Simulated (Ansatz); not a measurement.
# RbAuCl3: the cost of one run

Computed with the Python package of Ansatz 0.2.0. Level of theory: DFT r2SCAN+D4, plane waves, PAW.

### 1 Starting point

The structure is cubic, space group Pm-3m (No. 221). The conventional cell has a = 5.164 Å, b = 5.164 Å, c = 5.164 Å, α = 90.00°, β = 90.00°, γ = 90.00°. Rb (site symmetry m-3m) has 12 Cl at 3.65 Å as nearest neighbours. Au (site symmetry m-3m) is surrounded by 6 Cl at 2.58 Å. Around Cl (site symmetry 4/mmm) lie 2 Au at 2.58 Å and 4 Rb at 3.65 Å.

Input file rbaucl3.extxyz:

```xyz
5
Lattice="5.163533 0.0 0.0 0.0 5.163533 0.0 0.0 0.0 5.163533" Properties=species:S:1:pos:R:3 pbc="T T T"
Rb    2.58176650    2.58176650    2.58176650
Au    0.00000000    0.00000000    0.00000000
Cl    0.00000000    0.00000000    2.58176650
Cl    2.58176650    0.00000000    0.00000000
Cl    0.00000000    2.58176650    0.00000000
```

### 2 The code

File rbaucl3.py:

```python
"""Convergence of RbAuCl3 with the plane-wave cutoff."""

import csv

import ansatz

structure = ansatz.Crystal.from_extxyz("rbaucl3.extxyz")

base = (
    structure.calculation()
    .kpoints(3, shift=0.5)
    .occupations("methfessel_paxton", width=0.2)
    .functional("r2scan", dispersion="D4")
)

rows = []
for value in [300, 375, 450, 525, 600]:
    summary = base.basis(value).run().report
    rows.append((value, summary["free_energy_ev"] / len(summary["lattice"]["sites"]), summary["n_iterations"], summary["n_pw"]))

with open("ecut.csv", "w", newline="") as handle:
    writer = csv.writer(handle)
    writer.writerow(["cutoff (eV)", "F/atom (eV)", "iterations", "plane waves"])
    writer.writerows([round(v, 5) if isinstance(v, float) else v for v in row] for row in rows)

# the last row is the reference
for row in rows[:-1]:
    shift = 1000 * (row[1] - rows[-1][1])
    print(f"{row[0]}: {shift:+.2f} meV/atom" + ("  (within 5 meV)" if abs(shift) < 5 else ""))
```

### 3 The calls as engine input

The engine receives this input (first run):

```yaml
crystal:
  lattice:
    - [5.163533, 0.0, 0.0]
    - [0.0, 5.163533, 0.0]
    - [0.0, 0.0, 5.163533]
  atoms:
    - { symbol: Rb, position: [0.5, 0.5, 0.5] }
    - { symbol: Au, position: [0.0, 0.0, 0.0] }
    - { symbol: Cl, position: [0.0, 0.0, 0.5] }
    - { symbol: Cl, position: [0.5, 0.0, 0.0] }
    - { symbol: Cl, position: [0.0, 0.5, 0.0] }
basis:
  ecutwfc: 300.0
kpoints:
  mp_grid:
    grid: [3, 3, 3]
    shift: [0.5, 0.5, 0.5]
hamiltonian:
  xc: r2scan
  dispersion: d4
scf:
  occupations:
    method: methfessel_paxton
    width: 0.2
```

### 4 Launch

Launch:

```console
$ python rbaucl3.py
```

What time and memory should one allow on 1 thread of Intel Xeon Platinum 8488C (Sapphire Rapids), shared host?

About 23 s, with a peak of 0.73 GiB.
